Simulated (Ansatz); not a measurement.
# ReSb2: the cost of one run

Computed with Ansatz 0.2.0 (DFT PBE, scalar-relativistic, plane waves, PAW, unless a step's input says otherwise).

## 1. The system as given

Symmetry: P6mm, No. 183, hexagonal system. The conventional cell has a = 3.639 Å, b = 3.639 Å, c = 7.630 Å, α = 90.00°, β = 90.00°, γ = 120.00°. Around Re (site symmetry 6mm) lie 1 Sb at 2.32 Å. Sb (site symmetry 6mm) is surrounded by 1 Sb at 2.63 Å and 1 Re at 2.68 Å. Around Sb (site symmetry 6mm) lie 1 Re at 2.32 Å and 1 Sb at 2.63 Å.

As a file:

```
CELL_PARAMETERS angstrom
3.63921 0.00000 0.00000
-1.81960 3.15165 0.00000
0.00000 0.00000 7.62977
ATOMIC_POSITIONS crystal
Re 0.00000 0.00000 0.71932
Sb 0.00000 0.00000 0.36797
Sb 0.00000 0.00000 0.02275
```

A structure generator made this guess: random cell by space group and Wyckoff sites (P6mm, No. 183). Its size is a rough estimate.

## 2. Probe: one point on a coarse mesh

The input, input.yaml:

```yaml
crystal:
  lattice:
    - [3.63920754, 0.0, 0.0]
    - [-1.81960377, 3.15164618, 0.0]
    - [0.0, 0.0, 7.62976853]
  atoms:
    - { symbol: Re, position: [0.0, 0.0, 0.71932323] }
    - { symbol: Sb, position: [0.0, 0.0, 0.36796639] }
    - { symbol: Sb, position: [0.0, 0.0, 0.02275011] }
basis:
  ecutwfc: 420
kpoints:
  mp_grid: { grid: [6, 6, 2] }
hamiltonian:
  xc: pbe
scf:
  occupations: { method: gaussian, width: 0.1 }
  lower_state_search: "off"
output:
  forces: true
  stress: true
  eigenvalues: true
```

Launch:

```sh
ansatz run input.yaml --threads 1 --pin off --max-ram 2560MiB --backend cpu --events-out ev --progress --plain --runs-dir out
```

Q: Estimate wall time and peak memory on 1 thread of Intel Xeon 6975P-C (Granite Rapids), shared host.

About 1.4 s, with a peak of 0.38 GiB.
